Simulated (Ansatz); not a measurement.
# ZnCd5O6: the cost of one run

Method: DFT PBE, scalar-relativistic, plane waves, PAW, in Ansatz 0.2.0.

1 further run of the same task is left out (it didn't finish). Runs told in other sessions of the task aren't counted.

### 1 The starting structure

The structure is orthorhombic, space group Pmmm (No. 47). Conventional cell: a = 3.303 Å, b = 4.724 Å, c = 10.001 Å, α = 90.00°, β = 90.00°, γ = 90.00°. Zn (site symmetry mmm) is surrounded by 6 O at 2.22 to 2.36 Å. Cd (site symmetry mm2) is surrounded by 6 O at 2.36 to 2.44 Å. Around Cd (site symmetry mmm) lie 6 O at 2.36 Å. Around Cd (site symmetry mm2) lie 6 O at 2.31 to 2.37 Å. O (site symmetry mm2) has 6 Cd at 2.36 to 2.37 Å in its first shell of neighbours. O (site symmetry mmm) has 6 Cd at 2.36 to 2.39 Å in its first shell of neighbours. O (site symmetry mm2) has 2 Zn at 2.22 Å and 4 Cd at 2.37 to 2.44 Å in its first shell of neighbours. O (site symmetry mmm) has 4 Cd at 2.31 Å and 2 Zn at 2.36 Å in its first shell of neighbours.

Coordinates:

```cif
data_structure
_symmetry_space_group_name_H-M 'Pmmm'
_symmetry_Int_Tables_number 47
_cell_length_a 3.3034
_cell_length_b 4.7238
_cell_length_c 10.0008
_cell_angle_alpha 90.000
_cell_angle_beta 90.000
_cell_angle_gamma 90.000
_cell_volume 156.06
loop_
_atom_site_label
_atom_site_type_symbol
_atom_site_symmetry_multiplicity
_atom_site_Wyckoff_symbol
_atom_site_fract_x
_atom_site_fract_y
_atom_site_fract_z
_atom_site_occupancy
Zn1 Zn 1 c 0.00000 0.00000 0.50000 1
Cd1 Cd 2 q 0.00000 0.00000 0.82720 1
Cd2 Cd 1 f 0.50000 0.50000 0.00000 1
Cd3 Cd 2 t 0.50000 0.50000 0.33904 1
O1 O 2 r 0.00000 0.50000 0.83134 1
O2 O 1 b 0.50000 0.00000 0.00000 1
O3 O 2 s 0.50000 0.00000 0.35215 1
O4 O 1 g 0.00000 0.50000 0.50000 1
```

The start is the relaxed end of an invented cell (made as: elements ordered on the sites of the CdO type, Zn/Cd on Cd (Pmmm, No. 47)), taken up again for a closer look.

### 2 The guess as it stands, on a coarse mesh

input.yaml reads:

```yaml
crystal:
  lattice:
    - [3.303377, 0.0, 0.0]
    - [0.0, 4.7238379, 0.0]
    - [0.0, 0.0, 10.0008399]
  atoms:
    - { symbol: Zn, position: [0.0, 0.0, 0.5] }
    - { symbol: Cd, position: [0.0, 0.0, 0.827196] }
    - { symbol: Cd, position: [0.5, 0.5, 0.0] }
    - { symbol: Cd, position: [0.0, 0.0, 0.172804] }
    - { symbol: Cd, position: [0.5, 0.5, 0.339038] }
    - { symbol: Cd, position: [0.5, 0.5, 0.660962] }
    - { symbol: O, position: [0.0, 0.5, 0.831337] }
    - { symbol: O, position: [0.5, 0.0, 0.0] }
    - { symbol: O, position: [0.0, 0.5, 0.168663] }
    - { symbol: O, position: [0.5, 0.0, 0.352146] }
    - { symbol: O, position: [0.0, 0.5, 0.5] }
    - { symbol: O, position: [0.5, 0.0, 0.647854] }
basis:
  ecutwfc: 420
kpoints:
  mp_grid: { grid: [6, 4, 2] }
hamiltonian:
  xc: pbe
scf:
  occupations: { method: gaussian, width: 0.1 }
  lower_state_search: "off"
output:
  forces: true
  stress: true
  eigenvalues: true
```

Started as:

```
$ ansatz run input.yaml --threads 4 --pin off --max-ram 8192MiB --backend cpu --events-out ev --progress --plain --runs-dir out
```

Q: Estimate wall time and peak memory on 4 threads of Intel Xeon Platinum 8259CL at 2.50GHz (Skylake/Cascade Lake), shared host.

About 7.3 s, with a peak of 0.78 GiB.
